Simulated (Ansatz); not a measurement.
# BH3OSi, SMILES B1O[SiH2]1: the interaction energy of a dimer with the counterpoise correction

With the Python package of Ansatz (0.2.0).

The cells in order, each with its output:

**Cell 1**
```python
import ansatz as az
```

**Cell 2**
```python
FIRST = [
    ("B", (-0.8368, -0.6977, -0.5489)),
    ("O", (0.3598, -1.1302, 0.0475)),
    ("Si", (0.491, 0.5317, 0.1934)),
    ("H", (-1.9921, -0.6489, -0.5827)),
    ("H", (1.5487, 1.0322, -0.736)),
    ("H", (0.4295, 0.913, 1.6268)),
]
SECOND = [
    ("B", (0.6364, 4.6146, 3.7036)),
    ("O", (-0.5275, 5.0839, 3.0713)),
    ("Si", (-0.2408, 3.6611, 2.2384)),
    ("H", (1.196, 4.2317, 4.6408)),
    ("H", (0.2155, 3.9782, 0.8512)),
    ("H", (-1.3218, 2.6862, 2.5296)),
]
```

**Cell 3**
```python
def energy(atoms, ghosts=()):
    molecule = az.Crystal.molecule()
    for symbol, xyz in atoms:
        molecule = molecule.atom(symbol, xyz)
    calc = (
        molecule.calculation()
        .basis(gaussian="def2-SVPD")
        .correlation("MP2")
    )
    deck = calc.input()
    if ghosts:
        deck = deck.set(az.key.basis.gaussian.ghost_atoms, [{"symbol": s, "position_ang": list(xyz)} for s, xyz in ghosts])
    return az.Session.from_dict(deck).plan().execute().report["free_energy_ev"]

# monomers in their own basis and in the basis of the dimer
both = energy(FIRST + SECOND)
alone = energy(FIRST) + energy(SECOND)
ghosted = energy(FIRST, SECOND) + energy(SECOND, FIRST)
print(f"dimer {both:.6f} eV")
print(f"interaction, uncorrected   {96.485332 * (both - alone):8.3f} kJ/mol")
print(f"interaction, counterpoise  {96.485332 * (both - ghosted):8.3f} kJ/mol")
print(f"basis-set superposition    {96.485332 * (alone - ghosted):8.3f} kJ/mol")
```
Output:
```text
dimer -21246.707498 eV
interaction, uncorrected     -9.246 kJ/mol
interaction, counterpoise    -1.423 kJ/mol
basis-set superposition       7.822 kJ/mol
```

Uncorrected it is -9.246 kJ/mol, with the counterpoise correction -1.423 kJ/mol; the difference, 7.82 kJ/mol, is the superposition error.

What to keep in mind:
- Total energies depend on the basis set; only differences at equal settings carry meaning.
- The dimer is a generated trial pose of unrelaxed monomers, not a minimum, so the figure is no binding energy, and the basis set is small.
- Finished in 19 s on 1 thread of Arm Neoverse V2, with other jobs on the host, peak memory 0.51 GiB.
